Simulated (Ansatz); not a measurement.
# C2H2FGa: the cost of one run

Computed with Ansatz 0.2.0, Gaussian basis. Level: the settings change from run to run.

## (1) The geometry

The geometry comes from an earlier relaxation with PBE0-D4 in a triple-zeta def2 set; it is a stationary point.

6 atoms, charge 0, spin multiplicity 1.

Atoms are counted from 1 here; the program's logs count them from 0.

Bond lengths: F1–Ga2 1.805 Å, C3–C4 1.199 Å, C3–H5 1.067 Å, C4–H6 1.065 Å. Angles: C4–C3–H5 177.6°, C3–C4–H6 179.3°.

As a file:

```xyz
6
charge 0, multiplicity 1
F    -0.2234   -2.3238    0.5408
Ga   -0.9116   -1.1058    1.6820
C     0.4266    0.2921   -0.7672
C     0.1687    1.3973   -0.3797
H     0.6361   -0.7077   -1.0761
H    -0.0545    2.3839   -0.0459
```

## (2) B3LYP5/6-31G*

Set apart from the defaults: charge +1, multiplicity 2, relativity set to none, high accuracy.

Contents of in.yaml:

```yaml
crystal:
  periodic: [false, false, false]
  atoms:
    - {symbol: F, position_ang: [-0.223366, -2.323813, 0.540829]}
    - {symbol: Ga, position_ang: [-0.911584, -1.105785, 1.681981]}
    - {symbol: C, position_ang: [0.426569, 0.292098, -0.767250]}
    - {symbol: C, position_ang: [0.168744, 1.397279, -0.379676]}
    - {symbol: H, position_ang: [0.636120, -0.707654, -1.076099]}
    - {symbol: H, position_ang: [-0.054483, 2.383875, -0.045885]}
basis:
  gaussian: {orbitals: "6-31G*"}
total_charge: 1
magnetization: {spin_polarized: true, initial_magnetization: 1}
hamiltonian: {xc: {name: B3LYP5}, pseudopotentials: {relativity: none}}
accuracy: high
output: {forces: true}
```

On the command line:

```console
$ ansatz run in.yaml --threads 2 --pin off --events-out ev --progress --plain --max-ram 4352MiB
```

What time and memory should one allow on 2 threads of AMD EPYC, shared host?

About 27 s, with a peak of 0.39 GiB.
